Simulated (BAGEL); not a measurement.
# A workflow on singlet CH3Cl2Si+

Aim: a single-point energy (singlet CH3Cl2Si+, HF/def2-SVP), then a single-point energy (doublet CH3Cl2Si, NEVPT2(3,3)/def2-SVP) of CH3Cl2Si. 

The calculation is run with BAGEL 1.2.2.

**1. The system as given**

CH3Cl2Si+: 7 atoms, total charge +1, spin state singlet. As SMILES of the parent species, `[CH2][SiH](Cl)Cl`. The shape is that of a PBE0-D4/def2-TZVP optimisation. This is one conformer, not always the lowest. That shape belongs to the parent species and isn't relaxed for this state.

Bond lengths: C1–Si2 1.823 Å, Si2–Cl3 2.049 Å, Si2–Cl4 2.049 Å, C1–H5 1.085 Å, C1–H6 1.085 Å, Si2–H7 1.475 Å. Angles: C1–Si2–Cl3 110.0°, C1–Si2–Cl4 110.0°, Cl3–Si2–Cl4 107.9°, C1–Si2–H7 112.5°, Cl3–Si2–H7 108.1°, Cl4–Si2–H7 108.2°, Si2–C1–H5 122.1°, Si2–C1–H6 122.1°, H5–C1–H6 115.8°.

**2. A single-point energy at HF/def2-SVP (density fitting with svp-jkfit) (run 1)**

File input.json:

```json
{ "bagel" : [

{
  "title" : "molecule",
  "basis" : "svp",
  "df_basis" : "svp-jkfit",
  "angstrom" : false,
  "geometry" : [
    { "atom" : "C", "xyz" : [    -1.30907565,     1.68678844,     0.37315855 ] },
    { "atom" : "Si", "xyz" : [     0.88111693,    -0.94389930,    -0.00743229 ] },
    { "atom" : "Cl", "xyz" : [     3.01178314,    -0.44482263,    -3.20182533 ] },
    { "atom" : "Cl", "xyz" : [    -1.08476516,    -4.25658920,    -0.39539307 ] },
    { "atom" : "H", "xyz" : [    -2.73575651,     2.13009929,    -1.03084560 ] },
    { "atom" : "H", "xyz" : [    -1.26391119,     2.91133096,     2.01722028 ] },
    { "atom" : "H", "xyz" : [     2.61626346,    -1.21129555,     2.15800487 ] }
  ]
},

{
  "title" : "hf",
  "charge" : 1
},

{
  "title" : "print",
  "file" : "orbitals.molden",
  "orbitals" : true
}

]}
```

Launch:

```bash
BAGEL_NUM_THREADS=1 BAGEL input.json > input.out
```

The log of the run:

```text
* using 1 threads per process

  ===============================================================
  ===============================================================

  *** Geometry ***

  { "atom" : "C", "xyz" : [     -1.309076,      1.686788,      0.373159 ] },
  { "atom" : "Si", "xyz" : [      0.881117,     -0.943899,     -0.007432 ] },
  { "atom" : "Cl", "xyz" : [      3.011783,     -0.444823,     -3.201825 ] },
  { "atom" : "Cl", "xyz" : [     -1.084765,     -4.256589,     -0.395393 ] },
  { "atom" : "H", "xyz" : [     -2.735757,      2.130099,     -1.030846 ] },
  { "atom" : "H", "xyz" : [     -1.263911,      2.911331,      2.017220 ] },
  { "atom" : "H", "xyz" : [      2.616263,     -1.211296,      2.158005 ] },

  Number of auxiliary basis functions:      513

  Since a DF basis is specified, we compute 2- and 3-index integrals:
    o Being stored without compression. Storage requirement is 0.028 GB

  Number of basis functions:       83
  Number of electrons      :       57

    * METHOD: MOLECULE                             0.64

  *** RHF ***

  === Nuclear Repulsion ===
   261.7893540273

      * DIIS with orbital gradients will be used.

  === RHF iteration (svp) ===
      0      -1246.74237236          0.01254254           0.17
      1      -1246.83258835          0.00582744           0.15
      2      -1246.85516829          0.00119416           0.15
      3      -1246.85648949          0.00017930           0.16
      4      -1246.85654423          0.00005988           0.17
      5      -1246.85655212          0.00002073           0.16
      6      -1246.85655317          0.00000522           0.16
      7      -1246.85655325          0.00000131           0.16
      8      -1246.85655325          0.00000042           0.16
      9      -1246.85655325          0.00000019           0.16
     10      -1246.85655325          0.00000010           0.15
     11      -1246.85655325          0.00000005           0.16
     12      -1246.85655325          0.00000002           0.15
     13      -1246.85655325          0.00000001           0.16
    * SCF iteration converged.

    * Permanent dipole moment:
           (    1.533257,    -2.741296,    -1.479610) a.u.

    * METHOD: HF                                   2.64

    * METHOD: PRINT                                0.03

  ===============================================================
```

Wall time 3.6 s (1 thread of Intel Xeon Platinum 8259CL at 2.50GHz (Skylake/Cascade Lake), shared host); peak memory 0.15 GiB.

**3. Doublet neutral CH3Cl2Si: a single-point energy at NEVPT2(3,3)/def2-SVP (density fitting with svp-jkfit) (run 2)**

File job.json:

```json
{ "bagel" : [

{
  "title" : "molecule",
  "basis" : "svp",
  "df_basis" : "svp-jkfit",
  "geometry" : [
    { "atom" : "C", "xyz" : [    -1.30907565,     1.68678844,     0.37315855 ] },
    { "atom" : "Si", "xyz" : [     0.88111693,    -0.94389930,    -0.00743229 ] },
    { "atom" : "Cl", "xyz" : [     3.01178314,    -0.44482263,    -3.20182533 ] },
    { "atom" : "Cl", "xyz" : [    -1.08476516,    -4.25658920,    -0.39539307 ] },
    { "atom" : "H", "xyz" : [    -2.73575651,     2.13009929,    -1.03084560 ] },
    { "atom" : "H", "xyz" : [    -1.26391119,     2.91133096,     2.01722028 ] },
    { "atom" : "H", "xyz" : [     2.61626346,    -1.21129555,     2.15800487 ] }
  ]
},

{ "title" : "hf", "charge" : 1 },

{ "title" : "casscf", "nstate" : 1, "nact" : 3, "nclosed" : 27, "nspin" : 1, "active" : [21, 29, 48], "maxiter" : 200, "natocc" : true },

{
  "title" : "nevpt2",
  "nstate" : 1,
  "nact" : 3,
  "nclosed" : 27,
  "nspin" : 1,
  "active" : [21, 29, 48],
  "maxiter" : 200,
  "natocc" : true,
  "ncore" : 16
},

{ "title" : "print", "file" : "orbitals.molden", "orbitals" : true }

]}
```

Launch:

```bash
BAGEL_NUM_THREADS=1 BAGEL job.json > job.out
```

The log of the run:

```text
* using 1 threads per process

  ===============================================================
  ===============================================================

  *** Geometry ***

  { "atom" : "C", "xyz" : [     -1.309076,      1.686788,      0.373159 ] },
  { "atom" : "Si", "xyz" : [      0.881117,     -0.943899,     -0.007432 ] },
  { "atom" : "Cl", "xyz" : [      3.011783,     -0.444823,     -3.201825 ] },
  { "atom" : "Cl", "xyz" : [     -1.084765,     -4.256589,     -0.395393 ] },
  { "atom" : "H", "xyz" : [     -2.735757,      2.130099,     -1.030846 ] },
  { "atom" : "H", "xyz" : [     -1.263911,      2.911331,      2.017220 ] },
  { "atom" : "H", "xyz" : [      2.616263,     -1.211296,      2.158005 ] },

  Number of auxiliary basis functions:      513

  Since a DF basis is specified, we compute 2- and 3-index integrals:
    o Being stored without compression. Storage requirement is 0.028 GB

  Number of basis functions:       83
  Number of electrons      :       57

    * METHOD: MOLECULE                             0.64

  *** RHF ***

  === Nuclear Repulsion ===
   261.7893540273

      * DIIS with orbital gradients will be used.

  === RHF iteration (svp) ===
      0      -1246.74237236          0.01254254           0.17
      1      -1246.83258835          0.00582744           0.15
      2      -1246.85516829          0.00119416           0.15
      3      -1246.85648949          0.00017930           0.17
      4      -1246.85654423          0.00005988           0.16
      5      -1246.85655212          0.00002073           0.16
      6      -1246.85655317          0.00000522           0.16
      7      -1246.85655325          0.00000131           0.16
      8      -1246.85655325          0.00000042           0.15
      9      -1246.85655325          0.00000019           0.16
     10      -1246.85655325          0.00000010           0.16
     11      -1246.85655325          0.00000005           0.15
     12      -1246.85655325          0.00000002           0.15
     13      -1246.85655325          0.00000001           0.16
    * SCF iteration converged.

    * Permanent dipole moment:
           (    1.533257,    -2.741296,    -1.479610) a.u.

    * METHOD: HF                                   2.62

  ---------------------------
      CASSCF calculation
  ---------------------------

    ==== Active orbitals : =====
         Orbital 21
         Orbital 29
         Orbital 48
    ============================

    * nstate   :      1
    * nclosed  :     27
    * nact     :      3
    * nvirt    :     53
  === CASSCF iteration (svp) ===

    * Using the second-order algorithm

      0  0     -1247.15240546     1.59e-02      0.05

      1  0     -1247.20489571     9.15e-04      0.89

      2  0     -1247.20587190     2.19e-04      0.80

      3  0     -1247.20686413     2.36e-04      0.63

      4  0     -1247.20817948     2.44e-04      0.57

      5  0     -1247.20965375     2.44e-04      0.58

      6  0     -1247.21285030     3.36e-04      0.56

      7  0     -1247.21592207     1.04e-03      0.66

      8  0     -1247.21891135     1.96e-04      0.85

      9  0     -1247.21902932     2.74e-05      0.87

     10  0     -1247.21903039     5.24e-06      0.83

     11  0     -1247.21903040     1.12e-06      0.81

     12  0     -1247.21903040     2.57e-07      0.63

     13  0     -1247.21903040     5.90e-08      0.62

     14  0     -1247.21903040     1.35e-08      0.56

     15  0     -1247.21903040     3.09e-09      0.51

    * Second-order optimization converged. *

     guess   0:   closed 1..                  open .1.

  === FCI iteration ===

      0  0     -1247.20287528     5.59e-02      0.00
      1  0     -1247.21899880     1.79e-03      0.00
      2  0     -1247.21902985     2.47e-04      0.00
      3  0     -1247.21903040     9.83e-08      0.00
      4  0     -1247.21903040     5.86e-09      0.00
      5  0     -1247.21903040     4.51e-10      0.00
      6  0 *   -1247.21903040     2.77e-11      0.00

     * ci vector, state   0, <S^2> = 0.7500
       2a.    -0.9951082351
       .a2    -0.0902670327

    * METHOD: CASSCF                              10.80

    * freezing 16 orbitals

  === DF-NEVPT2 calculation ===

    * 3-index integral transformation done
    * assembly done

      NEVPT2 correlation energy:   -0.4555423689      0.27

          (+0)     -0.3781052119
          (+0)'    -0.0158737323
          (+1)     -0.0070133387
          (+1)'    -0.0003942181
          (+2)     -0.0001222567
          (-1)     -0.0345225582
          (-1)'    -0.0056888111
          (-2)     -0.0138222419

      NEVPT2 total energy:       -1247.6745727730

    * METHOD: NEVPT2                               0.56

    * METHOD: PRINT                                0.02

  ===============================================================
```

It took 15 s on 1 thread of Intel Xeon Platinum 8259CL at 2.50GHz (Skylake/Cascade Lake), shared host; peak memory 0.15 GiB.

**4. Results**

| quantity | value |
| --- | --- |
| run 1, HF/def2-SVP: total energy | -1246.85655 Eh |
| run 1, HF/def2-SVP: HOMO energy | -17.28 eV |
| run 1, HF/def2-SVP: LUMO energy | -7.89 eV |
| run 1, HF/def2-SVP: HOMO–LUMO gap | 9.39 eV |
| doublet neutral CH3Cl2Si: total energy | -1247.67457 Eh |
